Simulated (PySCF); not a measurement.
# C3H10OSSi: magnetic properties

Aim: compute the magnetic properties of C3H10OSSi (`COC[SiH2]SC`).

Programs: PySCF 2.14.0, with routines of our own; each step states its level. All values are computed. Atoms count from 0.

## 1. The starting structure

16 atoms, charge 0, multiplicity 1; geometry from: GFN2-xTB.

## 2. Relaxing the molecule at PBE0-D3(BJ)/def2-SVP

Job settings and geometry (Å):

```
{"job": {"xc": "PBE0", "basis": "def2-SVP", "d3": "d3bj", "grid": 1, "kind": "geom"}, "charge": 0, "multiplicity": 1}
C     -2.907415     0.127826     0.240250
O     -2.186930    -1.032083    -0.067765
C     -0.974424    -1.161738     0.653137
Si     0.382440     0.000824    -0.004328
S      2.172601    -0.520463     1.048006
C      3.316241     0.659435     0.268621
H     -3.849899     0.057938    -0.299609
H     -3.109094     0.195101     1.316830
H     -2.375643     1.033369    -0.073342
H     -0.672465    -2.202318     0.514630
H     -1.160066    -1.016619     1.726034
H      0.584755    -0.196430    -1.438398
H      0.140079     1.422663     0.261894
H      4.287541     0.508569     0.726181
H      2.974129     1.673239     0.447454
H      3.370551     0.459629    -0.796039
```

On the command line:

```bash
> OMP_NUM_THREADS=1 python excited_run.py task.json out
```

The driver reads the jobs from task.json and runs them one after another.

The log of the run:

```text
step   0  E = -882.40109951  max force = 0.013037
step   1  E = -882.40383869  max force = 0.002623
step   2  E = -882.40394337  max force = 0.000929
step   3  E = -882.40398000  max force = 0.000514
step   4  E = -882.40400148  max force = 0.000722
step   5  E = -882.40403516  max force = 0.001147
step   6  E = -882.40407096  max force = 0.001179
step   7  E = -882.40412415  max force = 0.000490
step   8  E = -882.40417201  max force = 0.000637
step   9  E = -882.40418994  max force = 0.000438
step  10  E = -882.40420004  max force = 0.000183
optimisation converged
```

Run time: 61 s. Hardware: 1 thread of Arm Neoverse V1, shared host; peak memory 0.6 GiB.

Step by step:

| step | energy from step 0 (eV) | largest force component (eV/Å) |
| --- | --- | --- |
| 0 | 0.0000 | 0.6704 |
| 1 | -0.0745 | 0.1349 |
| 2 | -0.0774 | 0.0478 |
| 3 | -0.0784 | 0.0264 |
| 4 | -0.0790 | 0.0371 |
| 5 | -0.0799 | 0.0590 |
| 6 | -0.0809 | 0.0606 |
| 7 | -0.0823 | 0.0252 |
| 8 | -0.0836 | 0.0328 |
| 9 | -0.0841 | 0.0225 |
| 10 | -0.0844 | 0.0094 |

Distances of close pairs at the start and the end, largest changes first:

| bond | before (Å) | after (Å) | change (Å) |
| --- | --- | --- | --- |
| Si3–H11 | 1.462 | 1.495 | +0.034 |
| Si3–H12 | 1.467 | 1.497 | +0.031 |
| C5–H15 | 1.085 | 1.099 | +0.015 |
| C5–H14 | 1.085 | 1.099 | +0.014 |
| C5–H13 | 1.084 | 1.098 | +0.014 |
| C0–H8 | 1.096 | 1.107 | +0.011 |
| C0–H7 | 1.097 | 1.108 | +0.011 |
| C0–H6 | 1.088 | 1.099 | +0.011 |

The end geometry stands in the next job.

| at the end point | value |
| --- | --- |
| point group (found at 0.08 Å tolerance) | C1 |
| rotational constants (GHz, main isotopes) | 7.139, 0.877, 0.843 |
| dipole moment (D) | 1.30 |

## 3. Magnetic properties: GIAO B3LYP/pcSseg-1

Job settings and geometry (Å):

```
{"job": {"kind": "mag", "xc": "B3LYP", "basis": "pcSseg-1", "isotopologues": 2}, "charge": 0, "multiplicity": 1}
C     -3.107538    -0.101314     0.235806
O     -2.328489    -1.132651    -0.289005
C     -1.109358    -1.330423     0.385553
Si     0.265664    -0.226310    -0.331487
S      2.003284    -0.523420     0.887182
C      3.194488     0.539019     0.008312
H     -4.016107    -0.024243    -0.377560
H     -3.406418    -0.305367     1.283486
H     -2.589664     0.877218     0.215754
H     -0.815026    -2.383808     0.245456
H     -1.213149    -1.177929     1.478671
H      0.543047    -0.609357    -1.750120
H     -0.137513     1.215714    -0.332240
H      4.146928     0.461623     0.549538
H      2.872182     1.589982     0.010424
H      3.347465     0.198928    -1.025743
```

With the program's defaults for keys left out, this is: GIAO B3LYP/pcSseg-1 magnetisability, rotational g tensor and spin-rotation constants, non-relativistic, gas phase.

The log of the run:

```text
coarse grid: 13792 points
cycle   1  E = -883.1157988324  dE =  3.378e-01  |g| = 5.990e-01  |ddm| = 3.418e+00
cycle   2  E = -883.0185567913  dE =  9.724e-02  |g| = 9.385e-01  |ddm| = 1.449e+00
cycle   3  E = -883.1865263972  dE = -1.680e-01  |g| = 9.874e-02  |ddm| = 9.755e-01
cycle   4  E = -883.1882038273  dE = -1.677e-03  |g| = 3.638e-02  |ddm| = 1.160e-01
cycle   5  E = -883.1885130988  dE = -3.093e-04  |g| = 7.469e-03  |ddm| = 4.747e-02
cycle   6  E = -883.1885267175  dE = -1.362e-05  |g| = 2.027e-03  |ddm| = 1.058e-02
cycle   7  E = -883.1885278252  dE = -1.108e-06  |g| = 4.875e-04  |ddm| = 2.710e-03
final grid: 122224 points
cycle   8  E = -883.2411672278  dE = -2.306e-05  |g| = 6.473e-03  |ddm| = 1.602e-02
cycle   9  E = -883.2411603772  dE =  6.851e-06  |g| = 8.874e-03  |ddm| = 9.468e-03
cycle  10  E = -883.2411759718  dE = -1.559e-05  |g| = 1.002e-03  |ddm| = 5.355e-03
cycle  11  E = -883.2411761631  dE = -1.913e-07  |g| = 1.613e-04  |ddm| = 9.825e-04
cycle  12  E = -883.2411761683  dE = -5.185e-09  |g| = 5.607e-05  |ddm| = 2.011e-04
cycle  13  E = -883.2411761690  dE = -7.294e-10  |g| = 1.498e-05  |ddm| = 7.632e-05
converged SCF energy = -883.2411761690

Magnetisability tensor (1e-30 J/T^2)
    -1375.80       15.06        9.23
       15.06    -1317.27        9.51
        9.23        9.51    -1273.29
isotropic -1322.12   principal values   -1379.88  -1316.58  -1269.90
isotropic susceptibility -79.620 1e-6 cm^3/mol

Inertial axes            a          b          c
rot. const./GHz      7.1393     0.8767     0.8430
chi total           -82.431    -78.815    -77.613
chi diamagnetic    -297.468  -1493.301  -1548.216
chi paramagnetic    215.036   1414.487   1470.602
quadrupole/D A        5.009     -1.618     -3.391
g nuclear            0.6703     0.5765     0.5765
g electronic        -0.7212    -0.5826    -0.5824
g total             -0.0509    -0.0061    -0.0060

Spin-rotation constants (kHz, H = +C I.J)
atom  isotope        aa         bb         cc
  6     1H        0.121     -0.062     -0.083
  7     1H       -0.639     -0.016     -0.044
  8     1H       -0.271     -0.037     -0.063
  9     1H       -0.760     -0.026     -0.009
 10     1H       -0.775     -0.058      0.007
 11     1H       -0.589     -0.056      0.014
 12     1H       -0.557     -0.008     -0.030
 13     1H       -0.002     -0.074     -0.085
 14     1H       -0.681     -0.033     -0.044
 15     1H       -0.699     -0.082      0.005
  0    13C*       1.680      0.204      0.151
  1    17O*      -0.425     -0.056     -0.014
  2    13C*       1.169      0.201      0.220
  3   29Si*      -3.952     -0.583     -0.513
  4    33S*       0.855      0.149      0.170
  5    13C*       1.053      0.126      0.127
* in the singly substituted isotopologue

Isotopologues: g along a, b, c
2H    at 6,7,8,9,10,11,    -0.0389    -0.0053    -0.0052
13C   at 0                 -0.0505    -0.0060    -0.0059
```

It took 21 s on 1 thread of Arm Neoverse V1, shared host; peak memory 0.8 GiB.

Key values:

| quantity | value |
| --- | --- |
| magnetisability | -1322·10⁻³⁰ J/T² |
| molar susceptibility | -79.6·10⁻⁶ cm³/mol |
| rotational g (a, b, c) | -0.0509, -0.0061, -0.0060 |

## 4. Outcome

```
                                            quantity                      value
                                         point group                         C1
                rotational constants (main isotopes)       7.14, 0.88, 0.84 GHz
       magnetisability (step 3, GIAO B3LYP/pcSseg-1)           -1322·10⁻³⁰ J/T²
  molar susceptibility (step 3, GIAO B3LYP/pcSseg-1)         -79.6·10⁻⁶ cm³/mol
rotational g (a, b, c) (step 3, GIAO B3LYP/pcSseg-1)  -0.0509, -0.0061, -0.0060
```

What this shows: The optimisation took 10 steps and gained 0.084 eV; among the close pairs (by a distance rule), Si3–H11 changed most, from 1.462 to 1.495 Å. Vibrational averaging and real surroundings are missing from these values.
